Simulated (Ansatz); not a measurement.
# CuTe: the cost of one run

Method: DFT LDA+U (U_eff = 8 eV on Cu d), plane waves, PAW, in Ansatz 0.2.0.

## 1. The system as given

The structure is tetragonal, space group P4_2/mmc (No. 131). The conventional cell has a = 4.659 Å, b = 4.659 Å, c = 5.801 Å, α = 90.00°, β = 90.00°, γ = 90.00°. Cu (site symmetry mmm) is surrounded by 4 Te at 2.74 Å. Te (site symmetry -4m2) is surrounded by 4 Cu at 2.74 Å and 2 Te at 2.90 Å.

Coordinates:

```xyz
4
Lattice="4.6591 0.0000 0.0000 0.0000 4.6591 0.0000 0.0000 0.0000 5.8006" Properties=species:S:1:pos:R:3 pbc="T T T"
Cu    0.0000    2.3296    0.0000
Cu    2.3296    0.0000    2.9003
Te    0.0000    0.0000    1.4502
Te    0.0000    0.0000    4.3505
```

## 2. Ferromagnetic start, free, symmetry kept, no search

input.yaml

```yaml
crystal:
  lattice:
    - [4.65913043, 0.0, 0.0]
    - [0.0, 4.65913043, 0.0]
    - [0.0, 0.0, 5.80062831]
  atoms:
    - { symbol: Cu, position: [0.0, 0.5, 0.0], spin: 1.0 }
    - { symbol: Cu, position: [0.5, 0.0, 0.5], spin: 1.0 }
    - { symbol: Te, position: [0.0, 0.0, 0.25] }
    - { symbol: Te, position: [0.0, 0.0, 0.75] }
basis:
  ecutwfc: 420
  ecutrho_ratio: 4
kpoints:
  mp_grid: { grid: [4, 4, 4] }
hamiltonian:
  xc: lda
  hubbard:
    sites: [{ site: 0, l: d, u_eff: 8.0 }, { site: 1, l: d, u_eff: 8.0 }]
scf:
  occupations: { method: gaussian, width: 0.05 }
  lower_state_search: "off"
  max_iter: 150
output:
  forces: true
  stress: true
  eigenvalues: true
  populations: true
  hubbard: { sites: [{ site: 0, l: d }, { site: 1, l: d }] }
magnetization:
  spin_polarized: true
```

The run is started by

```
> ansatz run input.yaml --threads 2 --pin off --max-ram 3072MiB --backend cpu --events-out ev --progress --plain --runs-dir out
```

Q: Estimate wall time and peak memory on 2 threads of Arm Neoverse N1, shared host.

About 23 s, with a peak of 0.54 GiB.
